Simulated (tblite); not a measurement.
# H24In7P8: the cost of one run

Computed with tblite 0.8.0 and PySCF 2.14.0 and routines of our own; the level stands in each step. Atoms count from 0.

## 1. The system as given

39 atoms, charge 1, multiplicity 1; geometry from: force field, distance geometry or constructed start.

## 2. Optimising the geometry with GFN2-xTB

What the job is given:

```
{"job": {"kind": "relax", "xc": "GFN2-xTB", "basis": "xTB"}, "charge": 1, "multiplicity": 1}
P     -4.145100    -0.669100     1.783300
In    -4.153200    -0.664700    -0.763400
P     -4.144800     1.726400    -1.602600
P      2.074300    -1.860900    -1.609800
P     -2.076000    -1.866500    -1.600200
P      4.146700    -0.667800     1.782300
In     4.150100    -0.665600    -0.759800
P      0.003400    -0.664600     1.786400
In     0.002700    -0.669400    -0.756900
In     2.072200    -1.866100     2.633600
In    -2.077100    -1.866500     2.629900
P      4.147500     1.726700    -1.603600
P     -0.003400     1.729400    -1.598600
In     2.077200     2.926100    -0.759200
In    -2.077200     2.931800    -0.756300
H     -5.295000    -1.326700     2.257900
H     -4.149600     0.654500     2.252500
H     -5.580000    -1.495700    -1.340800
H     -4.150600     1.730500    -3.001100
H     -5.290300     2.389500    -1.134200
H      2.072700    -1.861500    -3.002100
H      2.074100    -3.183800    -1.137100
H     -2.071600    -1.860700    -2.997000
H     -2.079200    -3.189600    -1.138400
H      5.293600    -1.324700     2.252500
H      4.143900     0.651700     2.254100
H      5.579600    -1.490000    -1.340500
H     -0.000600     0.653200     2.252800
H      2.075600    -1.864900     4.380000
H      2.076100    -3.514900     2.052100
H     -2.071400    -1.864700     4.380900
H     -2.076900    -3.514000     2.048900
H      4.149000     1.728800    -3.005500
H      5.295200     2.387300    -1.133200
H      0.001200     1.730500    -3.006900
H      2.075500     4.578800    -1.342700
H      2.074200     2.926800     0.989400
H     -2.074100     4.579100    -1.342400
H     -2.073900     2.922800     0.993400
```

Command:

```
$ OMP_NUM_THREADS=1 python large_run.py task.json out
```

This one command runs all jobs of the session in turn.

Q: Estimate the wall time and peak memory of this first job on 1 thread of Arm Neoverse N1, shared host.

About 15 s, with a peak of 0.16 GiB.
